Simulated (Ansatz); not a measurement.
Ta4TeI:

```
Ta Te I
1.0
     0.00000    4.03720    4.03720
     4.03720    0.00000    4.03720
     4.03720    4.03720    0.00000
Ta Te I
4 1 1
Direct
  0.62460 0.62460 0.12619
  0.62460 0.12619 0.62460
  0.62460 0.62460 0.62460
  0.12619 0.62460 0.62460
  0.00000 0.00000 0.00000
  0.25000 0.25000 0.25000
```

The cell was built by a generator and needn't be a form met in nature.

The cell isn't the ideal one: as made, not relaxed: species swapped into the CeSmFe4 type (F-43m, No. 216).

| Quantity | Value |
| --- | --- |
| Program | Ansatz 0.2.0 |
| Task | relaxation of cell and atoms |
| Functional | PBE |
| Dispersion | D3(BJ) |
| Potentials or basis | Ansatz PAW |
| Cutoff | 420 eV (not typed: the program's choice for these potentials) |
| k mesh | 4 × 4 × 4 |
| Occupations | gaussian, width 0.01 eV |
| Spin | spin-orbit coupling, no magnetisation |

At the start: volume 21.93 Å³/atom.

**Question.** How do energy, volume and symmetry change on relaxing?

**Answer.** It ends after 5 steps and the volume is 20.72 Å³/atom (-5.5 %); space group F-43m (No. 216, to 0.05 Å).

Step by step:
| step | energy change (eV) | largest force (eV/Å) | volume (Å³) |
| --- | --- | --- | --- |
| 1 | 0.0000 | 0.0402 | 131.60 |
| 2 | -0.1338 | 0.0323 | 125.52 |
| 3 | -0.1383 | 0.0043 | 124.08 |
| 4 | -0.1384 | 0.0003 | 124.34 |
| 5 | -0.1368 | 0.0003 | 124.34 |

Final structure:
```yaml
crystal:
  lattice:
    - [0.00000, 3.96145, 3.96145]
    - [3.96145, 0.00000, 3.96145]
    - [3.96145, 3.96145, 0.00000]
  atoms:
    - { symbol: Ta, position: [0.62497, 0.62497, 0.12510] }
    - { symbol: Ta, position: [0.62497, 0.12510, 0.62497] }
    - { symbol: Ta, position: [0.62497, 0.62497, 0.62497] }
    - { symbol: Ta, position: [0.12510, 0.62497, 0.62497] }
    - { symbol: Te, position: [0.00000, 0.00000, 0.00000] }
    - { symbol: I, position: [0.25000, 0.25000, 0.25000] }
```

Caveat: the plane-wave basis is chosen anew once the cell has moved, so the energies of steps on either side of that aren't comparable.
